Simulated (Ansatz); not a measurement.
**CaAg2Ge2 (database structure): how the settings move a single-point run**

How sensitive is a single-point run of CaAg2Ge2 (database structure) to its settings? A reference run comes first, then three runs with altered input.

Method: reference: DFT r2SCAN, plane waves, PAW, scalar-relativistic, no spin polarisation, in Ansatz 0.2.0.

1 further run of the same task is left out (set aside as unsound or not needed).

## Step 1: Starting point

Symmetry: I4/mmm, No. 139, tetragonal system. The conventional cell has a = 4.364 Å, b = 4.364 Å, c = 11.016 Å, α = 90.00°, β = 90.00°, γ = 90.00°. Ag (site symmetry -4m2) has 4 Ge at 2.67 Å as nearest neighbours. Around Ge (site symmetry 4mm) lie 1 Ge at 2.45 Å and 4 Ag at 2.67 Å. Around Ca (site symmetry 4/mmm) lie 8 Ge at 3.32 Å and 8 Ag at 3.51 Å.

Coordinates:

```xyz
5
Lattice="0.0000 4.3642 0.0000 4.3642 0.0000 0.0000 2.1821 2.1821 -5.5082" Properties=species:S:1:pos:R:3 pbc="T T T"
Ag    2.1821    4.3642   -2.7541
Ag    4.3642    2.1821   -2.7541
Ge    2.1821    2.1821   -1.2228
Ge    4.3642    4.3642   -4.2854
Ca    0.0000    0.0000    0.0000
```

## Step 2: Reference

Contents of input.yaml:

```yaml
crystal:
  lattice:
    - [0.0, 4.364211, 0.0]
    - [4.364211, 0.0, 0.0]
    - [2.182105, 2.182105, -5.508178]
  atoms:
    - { symbol: Ag, position: [0.75, 0.25, 0.5] }
    - { symbol: Ag, position: [0.25, 0.75, 0.5] }
    - { symbol: Ge, position: [0.389, 0.389, 0.222] }
    - { symbol: Ge, position: [0.611, 0.611, 0.778] }
    - { symbol: Ca, position: [0.0, 0.0, 0.0] }
  symmetry: { tolerance: 0.0003 }
kpoints:
  mp_grid: { grid: [5, 5, 5], shift: [0, 0, 0] }
magnetization:
  spin_polarized: false
scf:
  occupations: { method: fermi_dirac }
hamiltonian:
  pseudopotentials: { kind: paw }
  xc: r2scan
basis:
  ecutwfc: 500
output:
  forces: true
  stress: true
  eigenvalues: true
```

The run is started by

```sh
> ansatz run input.yaml --threads 1 --pin off --max-ram 2560MiB --backend cpu --events-out ev --progress --plain --runs-dir out
```

What it wrote (excerpt; [...] marks lines left out):

```text
Warning: RAYON_NUM_THREADS=1 ignored (pool sized by the plan → 1); use --threads N
[...]
Pseudopotentials: kind: paw
Pseudopotential: Ag, paw, valence charge 19, recommended cutoff 500 eV (meta_gga), Ag.paw.azcp
Pseudopotential: Ge, paw, valence charge 14, recommended cutoff 500 eV (meta_gga), Ge.paw.azcp
Pseudopotential: Ca, paw, valence charge 10, recommended cutoff 500 eV (meta_gga), Ca.paw.azcp
Functional definition: r2SCAN
[...]
Crystal: 5 atoms, lattice volume = 104.911 Å³
Basis set: ecut = 500 eV, 2645 PW (Γ), exchange–correlation on 128×128×192 points (64 copies of the dense FFT grid, shifted against one another)
Bands: 46, of which v1, the nominal top of the filled ones, is band 38 counted from 1 (37 counted from 0)
Symmetry: 16 space group operations
Space group: I4/mmm (ITA 139), of the structure as read, at distance tolerance 1.4e-3 Å
k-points: 18 of 125
[...]
SCF iter   1: F=—  HF=-25636.928342 eV  |F-HF|=—  |Δ(HF+E_count)|=         —  Δρ=8.46e-3  dr2=9.56e-2  dr2_τ=7.53e-3  ethr=1.77e-3  ⟨swp⟩=7.7  Hψ=3341  notcnv=0  defer=7
[...]
SCF iter   8: F=-25636.956991 eV  HF=-25636.956991 eV  |F-HF|=1.70e-9  |Δ(HF+E_count)|=   4.86e-8  Δρ=1.96e-6  dr2=6.01e-9  dr2_τ=1.36e-10  ethr=1.32e-10  ⟨swp⟩=9.1  Hψ=3356  notcnv=0
[...]
SCF converged after 8 iterations
Free energy (F): -25636.956991 eV
[...]
E sigma→0 (E₀):  -25636.927178 eV
Entropy (-TS):   -0.059627 eV (-11.925 meV/atom)
Fermi energy:    11.402690 eV
[...]
--- Forces (eV/Å), atoms counted from 1 ---
  atom   1  Ag     0.00000000     0.00000000     0.00000000
  atom   2  Ag    -0.00000000    -0.00000000    -0.00000000
  atom   3  Ge     0.00000001     0.00000001     0.26361245
  atom   4  Ge    -0.00000001    -0.00000001    -0.26361245
  atom   5  Ca     0.00000000     0.00000000     0.00000000
[...]
--- Stress (GPa, compression-positive) ---
       -1.879450      -0.000000      -0.000000
       -0.000000      -1.879450      -0.000000
       -0.000000      -0.000000      -2.433594
  P = ⅓ Tr σ = -2.0642 GPa (-20.642 kbar)
--- Band table (eV; the first three rows and the last of 18) ---
[...]
```

It took 6.3 s on 1 thread of Intel Xeon 6975P-C (Granite Rapids), shared host; peak memory 0.69 GiB.

## Step 3: Changing settings: xc_grid 1

input.yaml, as its differences from that of step 2:

```diff
@@ -23,2 +23,3 @@
   ecutwfc: 500
+  xc_grid: 1
 output:
```

The run is started by

```sh
> ansatz run input.yaml --threads 1 --pin off --max-ram 2560MiB --backend cpu --events-out ev --progress --plain --runs-dir out
```

What it wrote (excerpt; [...] marks lines left out):

```text
Warning: RAYON_NUM_THREADS=1 ignored (pool sized by the plan → 1); use --threads N
[...]
[... 5 set-up lines as earlier in the session ...]
[...]
Crystal: 5 atoms, lattice volume = 104.911 Å³
Basis set: ecut = 500 eV, 2645 PW (Γ)
Bands: 46, of which v1, the nominal top of the filled ones, is band 38 counted from 1 (37 counted from 0)
[... 2 set-up lines as earlier in the session ...]
k-points: 18 of 125
[...]
SCF iter   1: F=—  HF=-25636.929178 eV  |F-HF|=—  |Δ(HF+E_count)|=         —  Δρ=8.46e-3  dr2=9.56e-2  dr2_τ=7.52e-3  ethr=1.77e-3  ⟨swp⟩=7.7  Hψ=3341  notcnv=0  defer=7
[...]
SCF iter   8: F=-25636.957867 eV  HF=-25636.957867 eV  |F-HF|=3.13e-9  |Δ(HF+E_count)|=   3.82e-8  Δρ=1.96e-6  dr2=6.00e-9  dr2_τ=1.36e-10  ethr=1.32e-10  ⟨swp⟩=9.1  Hψ=3356  notcnv=0
[...]
SCF converged after 8 iterations
Free energy (F): -25636.957867 eV
[...]
E sigma→0 (E₀):  -25636.928056 eV
Entropy (-TS):   -0.059624 eV (-11.925 meV/atom)
Fermi energy:    11.402684 eV
[...]
--- Forces (eV/Å), atoms counted from 1 ---
  atom   1  Ag     0.00000000    -0.00000000    -0.00000000
  atom   2  Ag    -0.00000000     0.00000000     0.00000000
  atom   3  Ge     0.00000001     0.00000001     0.25837085
  atom   4  Ge    -0.00000001    -0.00000001    -0.25837085
  atom   5  Ca     0.00000000    -0.00000000     0.00000000
[...]
--- Stress (GPa, compression-positive) ---
       -1.860524      -0.000000      -0.000000
       -0.000000      -1.860524      -0.000000
       -0.000000      -0.000000      -2.424263
  P = ⅓ Tr σ = -2.0484 GPa (-20.484 kbar)
--- Band table (eV; the first three rows and the last of 18) ---
[...]
```

Run time: 5.2 s. Hardware: 1 thread of Intel Xeon 6975P-C (Granite Rapids), shared host; peak memory 0.5 GiB.

Changing the numerical grids hardly moves the energy: -0.2 meV/atom.

## Step 4: Changed: preconditioner none

input.yaml, as its differences from that of step 2:

```diff
@@ -18,2 +18,3 @@
   occupations: { method: fermi_dirac }
+  mixing: { preconditioner: none }
 hamiltonian:
```

The run is started by

```sh
> ansatz run input.yaml --threads 1 --pin off --max-ram 2560MiB --backend cpu --events-out ev --progress --plain --runs-dir out
```

What it wrote (excerpt; [...] marks lines left out):

```text
Warning: RAYON_NUM_THREADS=1 ignored (pool sized by the plan → 1); use --threads N
[...]
[... 5 set-up lines as earlier in the session ...]
[...]
Crystal: 5 atoms, lattice volume = 104.911 Å³
Basis set: ecut = 500 eV, 2645 PW (Γ), exchange–correlation on 128×128×192 points (64 copies of the dense FFT grid, shifted against one another)
Bands: 46, of which v1, the nominal top of the filled ones, is band 38 counted from 1 (37 counted from 0)
[... 2 set-up lines as earlier in the session ...]
k-points: 18 of 125
[...]
SCF iter   8: F=-25636.956991 eV  HF=-25636.956991 eV  |F-HF|=3.41e-9  |Δ(HF+E_count)|=   2.67e-9  Δρ=2.52e-6  dr2=3.77e-9  dr2_τ=3.42e-10  ethr=1.32e-10  ⟨swp⟩=9.0  Hψ=3232  notcnv=0
[...]
SCF converged after 8 iterations
Free energy (F): -25636.956991 eV
[...]
E sigma→0 (E₀):  -25636.927177 eV
Entropy (-TS):   -0.059627 eV (-11.925 meV/atom)
Fermi energy:    11.402677 eV
[...]
--- Forces (eV/Å), atoms counted from 1 ---
  atom   1  Ag     0.00000000     0.00000000     0.00000000
  atom   2  Ag    -0.00000000    -0.00000000    -0.00000000
  atom   3  Ge     0.00000001     0.00000001     0.26359206
  atom   4  Ge    -0.00000001    -0.00000001    -0.26359206
  atom   5  Ca    -0.00000000     0.00000000     0.00000000
[...]
--- Stress (GPa, compression-positive) ---
       -1.879206      -0.000000      -0.000000
       -0.000000      -1.879206      -0.000000
       -0.000000      -0.000000      -2.433588
  P = ⅓ Tr σ = -2.0640 GPa (-20.640 kbar)
--- Band table (eV; the first three rows and the last of 18) ---
[...]
```

Run time: 6 s. Hardware: 1 thread of Intel Xeon 6975P-C (Granite Rapids), shared host; peak memory 0.69 GiB.

Energy and cycle count are those of the reference, so the change (mixing) left the result and the number of cycles as they were.

## Step 5: Variant: hubbard.sites [{species: Ag, l: d, u_eff: 5.0}], hubbard.double_counting fll, ecutwfc 450 eV

input.yaml, as its differences from that of step 2:

```diff
@@ -21,4 +21,5 @@
   xc: r2scan
+  hubbard: { sites: [{ species: Ag, l: d, u_eff: 5.0 }], double_counting: fll }
 basis:
-  ecutwfc: 500
+  ecutwfc: "450 eV"
 output:
```

The run is started by

```sh
> ansatz run input.yaml --threads 1 --pin off --max-ram 2560MiB --backend cpu --events-out ev --progress --plain --runs-dir out
```

What it wrote (excerpt; [...] marks lines left out):

```text
Warning: basis.ecutwfc = 450 eV is below the records' recommended 500 eV, and the density's cutoff is lower with it unless basis.ecutrho_ratio is high enough to keep the records' density cutoff: compare with a run at a higher cutoff
Warning: RAYON_NUM_THREADS=1 ignored (pool sized by the plan → 1); use --threads N
Ag: projections on atomic orbitals take those of the free atom [Ar 3d10] 4s2 4p6 4d10 5s1, of charge +0.00 (hamiltonian.pseudopotentials.projection_atoms); the dataset's partial waves leave at most 1.2e-5 of an orbital's norm unspanned inside its sphere
Ge: projections on atomic orbitals take those of the free atom [Ar] 3d10 4s2 4p2, of charge +0.00 (hamiltonian.pseudopotentials.projection_atoms); the dataset's partial waves leave at most 1.2e-6 of an orbital's norm unspanned inside its sphere
[...]
k-points: 18 of 125
[...]
SCF iter   1: F=—  HF=-25637.972688 eV  |F-HF|=—  |Δ(HF+E_count)|=         —  Δρ=6.55e-2  dr2=9.02e0  dr2_τ=1.71e-1  ethr=3.10e-3  ⟨swp⟩=8.4  Hψ=3529  notcnv=0  defer=1
[...]
SCF iter  10: F=-25636.117565 eV  HF=-25636.117565 eV  |F-HF|=2.49e-8  |Δ(HF+E_count)|=   3.68e-7  Δρ=7.16e-6  dr2=7.69e-8  dr2_τ=2.41e-9  ethr=1.32e-10  ⟨swp⟩=8.1  Hψ=3603  notcnv=0
[...]
SCF converged after 10 iterations
Free energy (F): -25636.117565 eV
[...]
E sigma→0 (E₀):  -25636.088887 eV
Entropy (-TS):   -0.057356 eV (-11.471 meV/atom)
Fermi energy:    11.261556 eV
[...]
--- Forces (eV/Å), atoms counted from 1 ---
  atom   1  Ag     0.00000000     0.00000000    -0.00000000
  atom   2  Ag    -0.00000000    -0.00000000     0.00000000
  atom   3  Ge     0.00000003     0.00000003     0.72441660
  atom   4  Ge    -0.00000003    -0.00000003    -0.72441660
  atom   5  Ca    -0.00000000    -0.00000000     0.00000000
[...]
--- Stress (GPa, compression-positive) ---
       -0.301238      -0.000000      -0.000000
       -0.000000      -0.301238      -0.000000
       -0.000000      -0.000000      -0.950137
  P = ⅓ Tr σ = -0.5175 GPa (-5.175 kbar)
--- Band table (eV; the first three rows and the last of 18) ---
[...]
Occupation matrices written to <dir>
```

Run time: 7.5 s. Hardware: 1 thread of Intel Xeon 6975P-C (Granite Rapids), shared host; peak memory 0.71 GiB.

Changing the Hubbard U and cutoff moves the energy by +167.9 meV/atom, and the pressure goes from -2.1 to -0.5 GPa and the largest force goes from 0.26 to 0.72 eV/Å. The U term adds an energy of its own, so the shift says nothing about which run is better. The log warns that the cutoff is under what these potentials recommend, so the shift holds truncation error.

## Step 6: All runs together

```tsv
run	ending	energy change	pressure (GPa)	gap (eV)	force (eV/Å)	cycles	time
reference	converged	0	-2.1	0.00	0.26	8	6.3 s
1: xc_grid 1	converged	-0.2 meV/atom	-2.0	0.00	0.26	8	5.2 s
2: preconditioner none	converged	0.0 meV/atom	-2.1	0.00	0.26	8	6 s
3: hubbard.sites [{species: Ag, l: d, u_eff: 5.0}], hubbard.double_counting fll, ecutwfc 450 eV	converged	+167.9 meV/atom (U changed: no physical gain or loss)	-0.5	0.00	0.72	10	7.5 s
```

Residual by cycle in the longest SCF loop of each run; runs are numbered as in the table. The quantity is the density residual dr2, in eV.

```tsv
cycle	reference	run 1	run 2	run 3
1	0.0956	0.0956	0.0956	9.02
2	0.0137	0.0136	0.0352	1.77
3	0.00342	0.00342	0.00396	0.417
4	1.7e-4	1.6e-4	4.4e-4	0.0242
5	2.9e-5	2.9e-5	1.2e-5	0.00374
6	2.9e-6	2.9e-6	1.2e-6	9.7e-4
7	1.3e-7	1.3e-7	1.3e-7	1.2e-4
8	6.0e-9	6.0e-9	3.8e-9	1.0e-5
9	-	-	-	9.1e-7
10	-	-	-	7.7e-8
```

Of the converged runs whose energies compare with the reference's, «xc_grid 1» moves the energy most (-0.2 meV/atom). Run 3 ran under the cutoff that the potentials recommend, as the log warns, so basis error is mixed into its values. A changed U is a change of model: its shifts are not errors of convergence.

The reference is no final answer either: its mesh is coarse for a cell with so small a gap or none.
